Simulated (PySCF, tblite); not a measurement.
# C₅H₇BO₂Si: geometry, infrared bands and NMR shifts

What infrared bands and NMR shifts should C₅H₇BO₂Si (`OB(O)C#CC1=CC[SiH2]1`) show?

Programs: tblite 0.8.0 and PySCF 2.14.0, with density-fitted response routines of our own. Each step states its level of theory. These are calculated values for one molecule in the gas phase, unless marked as measured. Atoms count from 0, in the outputs and in this text.

## Step 1: Starting geometry

16 atoms, charge 0, multiplicity 1; geometry from: force field or distance geometry start.

Bonds of the start (Å): O0–B1 1.47, B1–O2 1.46, B1–C3 1.53, C3–C4 1.21, C4–C5 1.48, C5–C6 1.29, C6–C7 1.43, C7–Si8 1.82, Si8–C5 1.80, O0–H9 0.99, O2–H10 1.00, C6–H11 1.10, C7–H12 1.14, C7–H13 1.13, Si8–H14 1.47, Si8–H15 1.48.

## Step 2: Relaxing the molecule with GFN2-xTB

Job settings and geometry (Å):

```
{"job": {"kind": "relax", "xc": "GFN2-xTB", "basis": "xTB"}, "charge": 0, "multiplicity": 1}
O      3.730600    -0.177500     1.840800
B      3.073000    -0.501900     0.569700
O      3.928100    -0.922100    -0.534200
C      1.604100    -0.152900     0.330200
C      0.440900     0.131000     0.162500
C     -0.985900     0.464400    -0.074800
C     -1.570400     1.613800    -0.075100
C     -2.880700     1.112900    -0.353700
Si    -2.364500    -0.630600    -0.426400
H      4.673700     0.023100     1.596200
H      3.687600    -0.378100    -1.337100
H     -1.200900     2.637400     0.095400
H     -3.582100     1.308200     0.524300
H     -3.397100     1.526700    -1.270200
H     -2.358300    -1.273100    -1.744300
H     -2.805700    -1.505000     0.685300
```

Launch:

```console
OMP_NUM_THREADS=1 python probes_run.py task.json out
```

One launch serves the whole session: the jobs run in the order shown.

**Question.** This job is followed by: GFN2-xTB harmonic vibrations, gas phase; GIAO PBE0/pcSseg-1 NMR shielding, non-relativistic, gas phase. Predict these results of the whole session: strongest single infrared mode (GFN2-xTB); zero-point energy (GFN2-xTB); 13C shifts against TMS (PBE0/pcSseg-1); 1H shifts against TMS (PBE0/pcSseg-1, means over atoms taken as alike); 17O shifts against H2O (PBE0/pcSseg-1, means over atoms taken as alike); 11B shifts against BF3·OEt2 (PBE0/pcSseg-1); 29Si shifts against TMS (PBE0/pcSseg-1); surface potential, 1st and 99th percentile.

The runs gave:

| quantity | value |
| --- | --- |
| strongest single infrared mode (GFN2-xTB) | 1314 cm⁻¹, 493 km/mol |
| zero-point energy (GFN2-xTB) | 66.6 kcal/mol |
| 13C shifts against TMS (PBE0/pcSseg-1) | 166.7, 134.0, 104.7, 100.2, 19.1 ppm |
| 1H shifts against TMS (PBE0/pcSseg-1, means over atoms taken as alike) | 7.28, 5.07, 4.14, 1.96 ppm |
| 17O shifts against H2O (PBE0/pcSseg-1, means over atoms taken as alike) | 125.4 ppm |
| 11B shifts against BF3·OEt2 (PBE0/pcSseg-1) | 19.6 ppm |
| 29Si shifts against TMS (PBE0/pcSseg-1) | -33.3 ppm |
| surface potential, 1st and 99th percentile | -1.57 V and 2.16 V |

The optimisation took 60 steps and gained 1.664 eV; among the close pairs (by a distance rule), O0–B1 changed most, from 1.467 to 1.351 Å. No mode is imaginary among the 42: a minimum at this level. The strongest single mode, at 1314 cm⁻¹, moves mainly B1. Unscaled tight-binding wavenumbers are off by several per cent, some by more. Its intensities can rank the bands wrongly. H11 (hydrogen on an alkene CH) lies farthest downfield among hydrogen, at 7.28 ppm; olefinic region. At PBE0/pcSseg-1: The largest span, 294 ppm, is at C4, where the paramagnetic term is -166 ppm. At PBE0/pcSseg-1, counted by nearest atom on the grid, the HOMO lies on C3, C6 about 26 % each; C4, C5 about 16 % each, the LUMO on C6 29 %; C3, C5 about 18 % each.
